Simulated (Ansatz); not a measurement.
# C6H6O3: taking an electron away

Aim: the vertical ionisation energy of C6H6O3, as cation minus neutral at the neutral's geometry, on several levels, and how well −ε(HOMO) stands in for it.

Computed with Ansatz 0.2.0, Gaussian basis. Level: unrestricted cation, the program's frozen cores in correlated methods.

Plan: UKS PBE-D4/def2-TZVPP; UKS r2SCAN-D4/def2-TZVPP; UKS PBE0-D4/def2-TZVPP; UKS B3LYP-D4/def2-TZVPP; UKS wB97X-V/def2-TZVPP; UKS wB97M-V/def2-TZVPP; UKS B2PLYP/def2-TZVPP; UHF-CCSD(T)/def2-TZVPP; UHF-MP2/def2-QZVPP; extrapolation to the limit; then −ε(HOMO) from the neutral's earlier runs with LDA (SPW92), PBE-D4, revPBE-D4, BLYP-D4, r2SCAN-D4, B97M-V, PBE0-D4, B3LYP-D4, r2SCANh-D4, r2SCAN0-D4, HSE06-D4, BHLYP-D4, CAM-B3LYP-D4, LC-ωPBE, ωB97X-V, ωB97M-V.

**1. Structure used throughout**

All runs share one geometry, relaxed beforehand with PBE0-D4 in a triple-zeta def2 set.

15 atoms, charge 0, spin multiplicity 1.

Atoms are counted from 1 here; the program's logs count them from 0.

Bond lengths: O1–C2 1.360 Å, O1–H10 0.961 Å, C2–C3 1.386 Å, C2–C9 1.390 Å, C3–C4 1.391 Å, C3–H11 1.085 Å, C4–C5 1.378 Å, C4–H12 1.086 Å, C5–O6 1.370 Å, C5–C7 1.398 Å, O6–H13 0.960 Å, C7–O8 1.350 Å, C7–C9 1.381 Å, O8–H14 0.965 Å, C9–H15 1.082 Å. Angles: C2–O1–H10 109.0°, O1–C2–C3 122.6°, O1–C2–C9 117.0°, C3–C2–C9 120.3°, C2–C3–C4 119.5°, C2–C3–H11 120.5°, C4–C3–H11 119.9°, C3–C4–C5 120.5°, C3–C4–H12 119.7°, C5–C4–H12 119.8°, C4–C5–O6 124.9°, C4–C5–C7 119.8°, O6–C5–C7 115.3°, C5–O6–H13 109.8°, C5–C7–O8 120.1°, C5–C7–C9 120.1°, O8–C7–C9 119.8°, C7–O8–H14 107.7° and more.

**2. Cation, UKS PBE-D4/def2-TZVPP**

The input, in.yaml:

```yaml
crystal:
  periodic: [false, false, false]
  atoms:
    - {symbol: O, position_ang: [1.831611, 1.411118, 1.766187]}
    - {symbol: C, position_ang: [1.022927, 0.752867, 0.893326]}
    - {symbol: C, position_ang: [1.420493, 0.427501, -0.394225]}
    - {symbol: C, position_ang: [0.539938, -0.247248, -1.233756]}
    - {symbol: C, position_ang: [-0.719099, -0.591945, -0.793632]}
    - {symbol: O, position_ang: [-1.657223, -1.255170, -1.540830]}
    - {symbol: C, position_ang: [-1.114671, -0.261430, 0.505551]}
    - {symbol: O, position_ang: [-2.346991, -0.595534, 0.944798]}
    - {symbol: C, position_ang: [-0.245560, 0.408409, 1.344238]}
    - {symbol: H, position_ang: [2.672844, 1.590922, 1.338626]}
    - {symbol: H, position_ang: [2.410017, 0.694789, -0.749537]}
    - {symbol: H, position_ang: [0.847887, -0.503661, -2.242998]}
    - {symbol: H, position_ang: [-1.305126, -1.441816, -2.413813]}
    - {symbol: H, position_ang: [-2.801438, -1.051485, 0.226423]}
    - {symbol: H, position_ang: [-0.555609, 0.662672, 2.349639]}
basis:
  gaussian: {orbitals: def2-TZVPP}
total_charge: 1
magnetization: {spin_polarized: true, initial_magnetization: 1}
hamiltonian: {xc: pbe, dispersion: d4}
```

The run is started by

```bash
> ansatz run in.yaml --threads 2 --pin off --events-out ev --progress --plain --max-ram 32768MiB --backend cuda --devices 0, --max-vram 18GiB
```

Further steps of the session: Cation, UKS r2SCAN-D4/def2-TZVPP; Cation, UKS PBE0-D4/def2-TZVPP; Cation, UKS B3LYP-D4/def2-TZVPP; Cation, UKS wB97X-V/def2-TZVPP; Cation, UKS wB97M-V/def2-TZVPP; Cation, UKS B2PLYP (frozen core)/def2-TZVPP; Cation, UHF-CCSD(T)/def2-TZVPP; Cation, UHF-MP2/def2-QZVPP.

**Question.** What will the summary of the whole plan be? Wanted: ionisation energy, CCSD(T)/CBS; nearest functional by difference; nearest −ε(HOMO); −ε(HOMO) of PBE; T1 of the cation.

The runs gave:

```
                        quantity               value
  ionisation energy, CCSD(T)/CBS             8.10 eV
nearest functional by difference  ωB97X-V (-0.28 eV)
                nearest −ε(HOMO)  ωB97X-V (-0.10 eV)
                 −ε(HOMO) of PBE             4.77 eV
                T1 of the cation               0.025
```

What this shows: By cation minus neutral, the functionals miss by 0.56 eV at most. −ε(HOMO) of PBE misses by 3.3 eV, since self-interaction lifts the level. Among orbital estimates ωB97X-V comes nearest. Hartree-Fock falls 1.24 eV short, as the neutral has more correlation energy than the cation.
